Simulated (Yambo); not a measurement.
Here is a Yambo 5.3.0 calculation.

File optics3.in:

```
optics
chi
Chimod= "IP"
% BndsRnXd
 1 | 29 |
%
% LongDrXd
 1 | 1 | 1 |
%
% QpntsRXd
 1 | 1 |
%
% EnRngeXd
 0 | 10 | eV
%
% DmRngeXd
 0.1 | 0.1 | eV
%
ETStpsXd= 200
```

Contents of scf.in:

```
&CONTROL
  calculation = 'scf'
  prefix = 'pwscf'
  outdir = './tmp'
  pseudo_dir = './pseudo'
/
&SYSTEM
  ibrav = 0
  nat = 2
  ntyp = 1
  ecutwfc = 78
  nbnd = 21
  occupations = 'smearing'
  smearing = 'fd'
  degauss = 0.00367493
  force_symmorphic = .true.
/
&ELECTRONS
  conv_thr = 4d-10
  electron_maxstep = 120
  mixing_beta = 0.5
/
ATOMIC_SPECIES
Ge    72.6300 Ge.upf
CELL_PARAMETERS angstrom
   0.0000000000    2.8289100000    2.8289100000
   2.8289100000    0.0000000000    2.8289100000
   2.8289100000    2.8289100000    0.0000000000
ATOMIC_POSITIONS crystal
Ge     0.7500000000    0.7500000000    0.7500000000
Ge     0.5000000000    0.5000000000    0.5000000000
K_POINTS automatic
12 12 12 0 0 0
```

Contents of nscf.in:

```
&CONTROL
  calculation = 'nscf'
  prefix = 'pwscf'
  outdir = './tmp'
  pseudo_dir = './pseudo'
/
&SYSTEM
  ibrav = 0
  nat = 2
  ntyp = 1
  ecutwfc = 78
  nbnd = 34
  occupations = 'smearing'
  smearing = 'fd'
  degauss = 0.00367493
  force_symmorphic = .true.
/
&ELECTRONS
  conv_thr = 1d-08
  diago_full_acc = .true.
  diago_thr_init = 1d-06
/
ATOMIC_SPECIES
Ge    72.6300 Ge.upf
CELL_PARAMETERS angstrom
   0.0000000000    2.8289100000    2.8289100000
   2.8289100000    0.0000000000    2.8289100000
   2.8289100000    2.8289100000    0.0000000000
ATOMIC_POSITIONS crystal
Ge     0.7500000000    0.7500000000    0.7500000000
Ge     0.5000000000    0.5000000000    0.5000000000
K_POINTS automatic
12 12 12 0 0 0
```

Potentials or basis: PseudoDojo 0.4.1 SR PBEsol standard.

The run is started by

```console
$ OMP_NUM_THREADS=1 pw.x -in scf.in > scf.out
$ OMP_NUM_THREADS=1 pw.x -in nscf.in > nscf.out
$ cd tmp/pwscf.save; p2y; mv SAVE ../..; cd ../..
$ OMP_NUM_THREADS=1 yambo
$ OMP_NUM_THREADS=1 yambo -F optics3.in -J optics3 -C optics3_out
```

Question: What does it give for the band gap on the k mesh, mean-field level?

Answer: None (metal or under the smearing width).

Dielectric function (along the field direction of the input):
| energy (eV) | real part | imaginary part |
| --- | --- | --- |
| 0.25 | -25.29 | 46.56 |
| 0.55 | 10.50 | 6.34 |
| 0.90 | 24.95 | 5.08 |
| 1.26 | 27.21 | 10.86 |
| 1.56 | 6.37 | 36.64 |
| 1.91 | 11.99 | 16.89 |
| 2.26 | 11.43 | 12.87 |
| 2.56 | 15.80 | 16.31 |
| 2.91 | 15.54 | 17.36 |
| 3.27 | 11.21 | 24.00 |
| 3.57 | 6.04 | 29.48 |
| 3.92 | -7.47 | 16.43 |
| 4.27 | -1.62 | 18.97 |
| 4.57 | -11.47 | 20.83 |
| 4.92 | -8.84 | 10.59 |
| 5.28 | -9.33 | 7.45 |
| 5.63 | -5.90 | 5.53 |
| 5.93 | -5.97 | 5.52 |
| 6.28 | -4.94 | 6.30 |
| 6.63 | -6.48 | 2.73 |
| 6.93 | -4.79 | 2.18 |
| 7.29 | -3.62 | 2.38 |
| 7.64 | -3.40 | 2.16 |
| 7.94 | -2.50 | 2.10 |
| 8.29 | -2.67 | 2.23 |
| 8.64 | -2.62 | 1.93 |
| 8.94 | -2.56 | 1.34 |
| 9.30 | -2.27 | 1.12 |
| 9.65 | -1.97 | 1.17 |
| 10.00 | -1.31 | 1.24 |

Caveat: the intraband (Drude) term of the metal is left out; the ground state has no gap, which makes the many-body step unreliable; independent-particle spectra lack excitons; this crystal is a semiconductor, whose small gap the functional closes, so the metal is an error of the method.

**Measured values to compare with.**

“Electronic and optical properties of SixGe1-x-ySny alloys lattice-matched to Ge”, 2021, arxiv:2109.02782 reports, for a bulk crystal of Ge at 300 K: band gap 0.807 eV (direct).

A measured gap of Ge is 0.807 eV (direct; 300 K; “Electronic and optical properties of SixGe1-x-ySny alloys lattice-matched to Ge”, 2021, arxiv:2109.02782); the calculated 0.00 eV misses it by -0.81 eV. 3 values of this kind are on record (0.666 to 0.807 eV); this one was drawn at random among those near their median. Spin-orbit coupling on Ge is left out. The value is that of PBEsol on a finite k mesh, which can miss the band edges, without temperature or zero-point motion. Semilocal functionals fall short of measured gaps as a rule.
